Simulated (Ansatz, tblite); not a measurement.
# C₁₀H₂₁AgS: one state, many levels

Aim: run the singlet of C₁₀H₂₁AgS at one geometry on many levels, and compare frontier levels, spin and run time.

Method: as each input shows; program: Ansatz 0.2.0, Gaussian basis.

Plan: GFN1-xTB, GFN2-xTB, PBE-D4/def2-TZVP, r2SCAN-D4/def2-TZVP, revPBE-D4/def2-TZVP, B97M-V/def2-TZVP, PBE-D4/def2-SVP, PBE0-D4/def2-SVP, MP2/def2-SVP.

5 further runs of the same task are left out: 5 that didn't finish. Runs told in other sessions of the task aren't counted.

**1. The relaxed structure**

The singlet was relaxed beforehand with PBE-D4/def2-SVP.

SMILES `CCCCCCCCCC[S][Ag]`, 33 atoms, charge 0, spin multiplicity 1.

Bond lengths: C1–C2 1.531 Å, C1–H13 1.109 Å, C1–H14 1.109 Å, C1–H15 1.111 Å, C2–C3 1.536 Å, C2–H16 1.113 Å, C2–H17 1.112 Å, C3–C4 1.532 Å, C3–H18 1.113 Å, C3–H19 1.114 Å, C4–C5 1.531 Å, C4–H20 1.113 Å, C4–H21 1.114 Å, C5–C6 1.531 Å, C5–H22 1.114 Å, C5–H23 1.114 Å, C6–C7 1.532 Å, C6–H24 1.113 Å and more. Angles: C2–C1–H13 111.5°, C2–C1–H14 112.1°, C2–C1–H15 111.2°, H13–C1–H14 107.1°, H13–C1–H15 107.4°, H14–C1–H15 107.3°, C1–C2–C3 114.6°, C1–C2–H16 109.5°, C1–C2–H17 109.1°, C3–C2–H16 109.0°, C3–C2–H17 108.7°, H16–C2–H17 105.6°, C2–C3–C4 114.9°, C2–C3–H18 108.9°, C2–C3–H19 109.2°, C4–C3–H18 108.7°, C4–C3–H19 109.1°, H18–C3–H19 105.5° and more.

Ag takes a core potential in the def2 sets. No spin-orbit coupling is included.

PBE0-D4/def2-TZVP was run before; its log isn't repeated, and its numbers join the tables.

**2. GFN1-xTB**

Tight binding, by tblite at 300 K electronic temperature and without a spin-polarisation term:

```python
tblite.interface.Calculator('GFN1-xTB', numbers, positions, charge=0, uhf=0).singlepoint()
```

Energy -1088.9813 eV, HOMO -10.01 eV, LUMO -7.94 eV; 0.023 s.

**3. GFN2-xTB**

Tight binding, by tblite at 300 K electronic temperature and without a spin-polarisation term:

```python
tblite.interface.Calculator('GFN2-xTB', numbers, positions, charge=0, uhf=0).singlepoint()
```

Energy -1068.8507 eV, HOMO -9.40 eV, LUMO -6.21 eV; 0.017 s.

**4. PBE-D4/def2-TZVP**

start.molden holds the orbitals of an earlier run on this state, given as this run's starting guess.

Contents of in.yaml:

```yaml
crystal:
  periodic: [false, false, false]
  atoms:
    - {symbol: C, position_ang: [-4.514215, 0.670107, 2.039277]}
    - {symbol: C, position_ang: [-4.356289, -0.552611, 1.131875]}
    - {symbol: C, position_ang: [-3.398132, -0.351131, -0.050996]}
    - {symbol: C, position_ang: [-1.935738, -0.111360, 0.338027]}
    - {symbol: C, position_ang: [-0.993726, 0.025804, -0.861052]}
    - {symbol: C, position_ang: [0.467610, 0.266809, -0.474060]}
    - {symbol: C, position_ang: [1.412880, 0.382754, -1.674442]}
    - {symbol: C, position_ang: [2.872098, 0.697780, -1.316664]}
    - {symbol: C, position_ang: [3.578402, -0.399695, -0.511802]}
    - {symbol: C, position_ang: [5.027150, -0.061174, -0.166509]}
    - {symbol: S, position_ang: [5.958839, -1.373645, 0.718728]}
    - {symbol: Ag, position_ang: [4.590274, -1.817806, 2.564472]}
    - {symbol: H, position_ang: [-5.251783, 0.483923, 2.846011]}
    - {symbol: H, position_ang: [-3.559538, 0.952966, 2.528366]}
    - {symbol: H, position_ang: [-4.864766, 1.553936, 1.465171]}
    - {symbol: H, position_ang: [-4.009321, -1.421272, 1.735847]}
    - {symbol: H, position_ang: [-5.353716, -0.843348, 0.736768]}
    - {symbol: H, position_ang: [-3.449192, -1.243687, -0.713275]}
    - {symbol: H, position_ang: [-3.755658, 0.502174, -0.672009]}
    - {symbol: H, position_ang: [-1.854368, 0.803348, 0.966303]}
    - {symbol: H, position_ang: [-1.587513, -0.949476, 0.984767]}
    - {symbol: H, position_ang: [-1.345291, 0.857918, -1.512744]}
    - {symbol: H, position_ang: [-1.061130, -0.891245, -1.489751]}
    - {symbol: H, position_ang: [0.801696, -0.558075, 0.193844]}
    - {symbol: H, position_ang: [0.538478, 1.194756, 0.138848]}
    - {symbol: H, position_ang: [1.030449, 1.175235, -2.354957]}
    - {symbol: H, position_ang: [1.374576, -0.561755, -2.263294]}
    - {symbol: H, position_ang: [2.911831, 1.654794, -0.747883]}
    - {symbol: H, position_ang: [3.442959, 0.880638, -2.253572]}
    - {symbol: H, position_ang: [3.034673, -0.588393, 0.443416]}
    - {symbol: H, position_ang: [3.550964, -1.362091, -1.068064]}
    - {symbol: H, position_ang: [5.614762, 0.091285, -1.099809]}
    - {symbol: H, position_ang: [5.082754, 0.892547, 0.399153]}
basis:
  gaussian: {orbitals: def2-TZVP, initial_orbitals: start.molden}
hamiltonian: {xc: pbe, dispersion: d4}
scf: {omitted_lower_state_checks: [starts]}
output: {orbitals: {seedname: orbitals}}
```

Launch:

```bash
> ansatz run in.yaml --threads 4 --pin off --events-out ev --progress --plain --max-ram 6963MiB
```

Further steps of the session: r2SCAN-D4/def2-TZVP; revPBE-D4/def2-TZVP; B97M-V/def2-TZVP; PBE-D4/def2-SVP; PBE0-D4/def2-SVP; MP2/def2-SVP.

Before running them: what should the planned runs give, taken together? Wanted: gap in def2-TZVP, named functionals, smallest and largest; correlation energy, MP2/def2-SVP; binding an atom, functionals in def2-TZVP; PBE0 total energy, smallest basis above largest.

**Answer**, as computed:

| quantity | value |
| --- | --- |
| gap in def2-TZVP, named functionals, smallest and largest | 1.47 eV (PBE-D4), 3.25 eV (PBE0-D4) |
| correlation energy, MP2/def2-SVP | -51.99 eV |
| binding an atom, functionals in def2-TZVP | 4.04 (revPBE-D4) to 4.13 eV (PBE-D4) |
| PBE0 total energy, smallest basis above largest | 15.79 eV (def2-SVP, def2-TZVP) |

In words: Orbital gaps of the named functionals in def2-TZVP span 1.47 eV (PBE-D4) to 3.25 eV (PBE0-D4); exact exchange widens it.
